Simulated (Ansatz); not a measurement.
**B2H2F2: single points off equilibrium**

One table from this session's results is given with a row withheld; the runs are named, their logs left out.

The runs use Ansatz 0.2.0, Gaussian basis; single points in def2-TZVPP.

Correlated methods freeze the cores. B3LYP uses VWN-RPA correlation.

## The starting structure

SMILES `BB(F)F`, 6 atoms, charge 0, spin multiplicity 1.

Atoms are counted from 1 here; the program's logs count them from 0.

Bond lengths: B1–B2 1.679 Å, B1–H5 1.232 Å, B1–H6 1.207 Å, B2–F3 1.322 Å, B2–F4 1.369 Å. Angles: B2–B1–H5 116.7°, B2–B1–H6 119.4°, H5–B1–H6 123.8°, B1–B2–F3 125.5°, B1–B2–F4 122.8°, F3–B2–F4 111.7°.

As a file:

```mol
B2F2H2
  3D, bonds by distance, orders not assigned

  6  5  0  0  0  0  0  0  0  0999 V2000
   -0.3850    0.7558   -0.3125 B   0  0
    0.3407   -0.6482    0.2553 B   0  0
    0.6158   -1.7177   -0.4711 F   0  0
    0.7021   -0.8186    1.5652 F   0  0
   -1.6166    0.7802   -0.3162 H   0  0
    0.3064    1.6692   -0.6913 H   0  0
  1  2  8  0
  1  5  8  0
  1  6  8  0
  2  3  8  0
  2  4  8  0
M  END
```

The first run:

run/in.yaml reads:

```yaml
crystal:
  periodic: [false, false, false]
  atoms:
    - {symbol: B, position_ang: [-0.385000, 0.755800, -0.312500]}
    - {symbol: B, position_ang: [0.340700, -0.648200, 0.255300]}
    - {symbol: F, position_ang: [0.615800, -1.717700, -0.471100]}
    - {symbol: F, position_ang: [0.702100, -0.818600, 1.565200]}
    - {symbol: H, position_ang: [-1.616600, 0.780200, -0.316200]}
    - {symbol: H, position_ang: [0.306400, 1.669200, -0.691300]}
basis:
  gaussian: {orbitals: def2-TZVPP}
correlation: {method: ccsd_t}
output: {forces: true}
```

The command line of these runs was not kept.

Among the steps run: CCSD(T)/def2-TZVPP; PBE0-D4/def2-TZVPP; wB97M-V/def2-TZVPP; r2SCAN-D4/def2-TZVPP; PBE-D4/def2-TZVPP; HSE06-D4/def2-TZVPP; B3LYP-D4/def2-TZVPP.

One of the session's tables, all rows but one given; the rest of the session is left out.

```
   method  RMS force component (eV/Å)  angle to CCSD(T) forces (°)  dipole (D)
  CCSD(T)                       0.674                    reference        1.58
  PBE0-D4                       0.671                          7.4        1.59
  wB97M-V                       0.634                          6.5        1.57
r2SCAN-D4                       0.605                          7.8        1.51
   PBE-D4                       0.516                         20.3        1.42
 HSE06-D4                       0.672                          7.5        1.59
 B3LYP-D4                           ?                            ?           ?
```

Q: Estimate the row for B3LYP-D4 from the others.

**Answer.** RMS force component (eV/Å): 0.618; angle to CCSD(T) forces (°): 6.1; dipole (D): 1.59. In the column «RMS force component (eV/Å)» it lies between r2SCAN-D4 (0.605) and wB97M-V (0.634).
